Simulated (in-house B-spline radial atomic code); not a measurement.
**Ar⁴⁺: ionisation energy by several methods**

One table from this session's results is given with a row withheld; the runs are named, their logs left out.

The numbers are computed with in-house B-spline radial atomic code version 1 (Dirac-Coulomb, several functionals; spherical all-electron atom at the radial basis limit), except any that are marked as measured or tabulated.

**The system**

| Item | Value |
| --- | --- |
| element | argon (Z = 18) |
| charge | +4 |
| electrons | 14 |
| configuration | [Ne] 3s2 3p2 |
| nucleus | Fermi, rms radius 3.427 fm |

The outer shells:

[Ne] 3s2 3p2
```
[Ne] core
3s [↑↓]
3p [↑ ][↑ ][  ]
```

The boxes only draw the filling; these runs are spin-restricted and spherical.

The first run:

Input settings:

```ini
Z = 18
electrons = 14.0
configuration = [Ne] 3s2 3p2
hamiltonian = dirac
method = rpbe,pbe
spin_polarised = False
nucleus = fermi
rms_radius = 3.4274
mass_number = 40
atomic_mass = 39.96238312204
speed_of_light = 137.035999084
```

Among the steps run: RPBE, a GGA; exchange-only LDA; PBEsol, a GGA; LDA (VWN5); BP86, a GGA; PW91, a GGA.

One of the session's tables, all rows but one given; the rest of the session is left out.

| method | ΔSCF (eV) | with Breit, QED, recoil (eV) |
| --- | --- | --- |
| exchange-only LDA | 72.179 | 72.167 |
| LDA (VWN5) | 73.809 | 73.797 |
| RPBE | ? | ? |
| PBEsol | 73.606 | 73.593 |
| BP86 | 73.780 | 73.767 |
| PW91 | 73.777 | 73.764 |

Estimate the missing values for RPBE.

The run gave: ΔSCF (eV): 73.614; with Breit, QED, recoil (eV): 73.601. In the column «ΔSCF (eV)» it lies between PBEsol (73.606) and PW91 (73.777).
